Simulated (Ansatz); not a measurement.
# Ba6GdCu6Bi5Te18: the cost of one run

All numbers below are computed with Ansatz 0.2.0 (DFT PBEsol+U (U_eff = 4 eV on Gd 4f, 4 eV on Cu 3d), scalar-relativistic, plane waves, PAW).

3 further runs of the same task are left out: 2 that didn't finish, 1 set aside as unsound or not needed. Runs told in other sessions of the task aren't counted.

### 1 Starting point

The cell holds 36 atoms (Ba6Bi5Cu6GdTe18): a = 9.814 Å, b = 9.814 Å, c = 11.480 Å, α = 90.00°, β = 90.00°, γ = 94.00°.

The coordinates of this cell stand in the input of its own run.

The host was relaxed before at PBEsol+U (U_eff = 4 eV on Gd 4f, 4 eV on Cu 3d): a = 4.393 Å, b = 14.614 Å, c = 11.342 Å, α = 90.00°, β = 90.00°, γ = 90.00° (conventional cell), 30.340 Å³/atom.

Earlier runs gave the end members, each relaxed in this structure and run in this supercell:

```
all sites taken by  free energy (eV)  volume (Å³/atom)  gap on the mesh (eV)
                Gd       -254345.835            30.340                  0.33
                Bi       -272410.659            30.693                  1.00
```

### 2 1 Gd, 5 Bi, cell and atoms relaxed

input.yaml reads:

```yaml
crystal:
  lattice:
    - [-6.6926140858, -7.177326813, 0.0]
    - [-6.6926140858, 7.177326813, 0.0]
    - [0.0, 0.0, -11.4800238978]
  atoms:
    - { symbol: Ba, position: [0.2497960756, 0.7505841237, 0.7491003101] }
    - { symbol: Ba, position: [0.9179692214, 0.4147609454, 0.7516019859] }
    - { symbol: Ba, position: [0.586187051, 0.082683967, 0.7485615547] }
    - { symbol: Ba, position: [0.7491203928, 0.250536796, 0.2498325186] }
    - { symbol: Ba, position: [0.4153721748, 0.9179939431, 0.2493450007] }
    - { symbol: Ba, position: [0.082151573, 0.5830553273, 0.2488449346] }
    - { symbol: Cu, position: [0.5353366132, 0.4683584656, 0.7512364276] }
    - { symbol: Cu, position: [0.1990316215, 0.1355625384, 0.7504940322] }
    - { symbol: Cu, position: [0.8655502525, 0.8032745166, 0.7491611212] }
    - { symbol: Cu, position: [0.4692832006, 0.5333676977, 0.2496977496] }
    - { symbol: Cu, position: [0.1330988366, 0.2033127155, 0.2508167525] }
    - { symbol: Cu, position: [0.8006611401, 0.8688370702, 0.2484478992] }
    - { symbol: Gd, position: [0.0001169541, -0.0007063022, 0.4980781625], spin: 7.0 }
    - { symbol: Bi, position: [0.6656263063, 0.6677782498, 0.4963246254] }
    - { symbol: Bi, position: [0.3319897048, 0.3377083369, 0.5023690932] }
    - { symbol: Bi, position: [-4.6859e-06, -0.0016775229, -0.0006958303] }
    - { symbol: Bi, position: [0.6667561204, 0.6639536955, 0.0016895478] }
    - { symbol: Bi, position: [0.3353182619, 0.3330632483, -0.0005587327] }
    - { symbol: Te, position: [0.638969747, 0.3577253779, 0.5645055547] }
    - { symbol: Te, position: [0.3055859948, 0.0300851378, 0.5642862801] }
    - { symbol: Te, position: [0.9711680166, 0.6941975344, 0.561075145] }
    - { symbol: Te, position: [0.3615160301, 0.6390798379, 0.4372347862] }
    - { symbol: Te, position: [0.0280388723, 0.3069946645, 0.4371337877] }
    - { symbol: Te, position: [0.6928568024, 0.9750564845, 0.4384830387] }
    - { symbol: Te, position: [0.6366037133, 0.3625666706, 0.9393604762] }
    - { symbol: Te, position: [0.3064559286, 0.0252851555, 0.9421650118] }
    - { symbol: Te, position: [0.9727455613, 0.6947126712, 0.9369641323] }
    - { symbol: Te, position: [0.3598889925, 0.6377309932, 0.0606775483] }
    - { symbol: Te, position: [0.0284006764, 0.3053747344, 0.0628125687] }
    - { symbol: Te, position: [0.6923564174, 0.9709562823, 0.064376914] }
    - { symbol: Te, position: [0.927658802, 0.0753615341, 0.7520302549] }
    - { symbol: Te, position: [0.5942249229, 0.7387131793, 0.7522949087] }
    - { symbol: Te, position: [0.2639250651, 0.404795447, 0.7493133871] }
    - { symbol: Te, position: [0.0716924423, 0.9289619214, 0.2486507337] }
    - { symbol: Te, position: [0.7333656565, 0.5949869099, 0.2479475366] }
    - { symbol: Te, position: [0.4042648651, 0.265193276, 0.2491835351] }
basis:
  ecutwfc: 420
kpoints:
  mp_grid: { grid: [2, 2, 2] }
hamiltonian:
  xc: pbesol
  hubbard:
    sites:
      - { species: Gd, l: f, u_eff: 4.0 }
      - { species: Cu, l: d, u_eff: 4.0 }
scf:
  occupations: { method: gaussian, width: 0.05 }
  lower_state_search: "off"
output:
  forces: true
  stress: true
  eigenvalues: true
  populations: true
  hubbard: { sites: [{ species: Gd, l: f }] }
  write_density: true
  write_potential: true
  elf: true
  volumetric_format: npy
magnetization:
  spin_polarized: true
relax:
  adjacent_minimum: "off"
  f_tol: 0.03
  max_steps: 45
  cell: { stress_tol: 0.2 }
```

Started as:

```
ansatz run input.yaml --threads 8 --pin off --max-ram 14336MiB --backend cpu --events-out ev --progress --plain --runs-dir out
```

What time and memory should one allow on 8 threads of Arm Neoverse V2, shared host?

About 11 min, with a peak of 11 GiB.
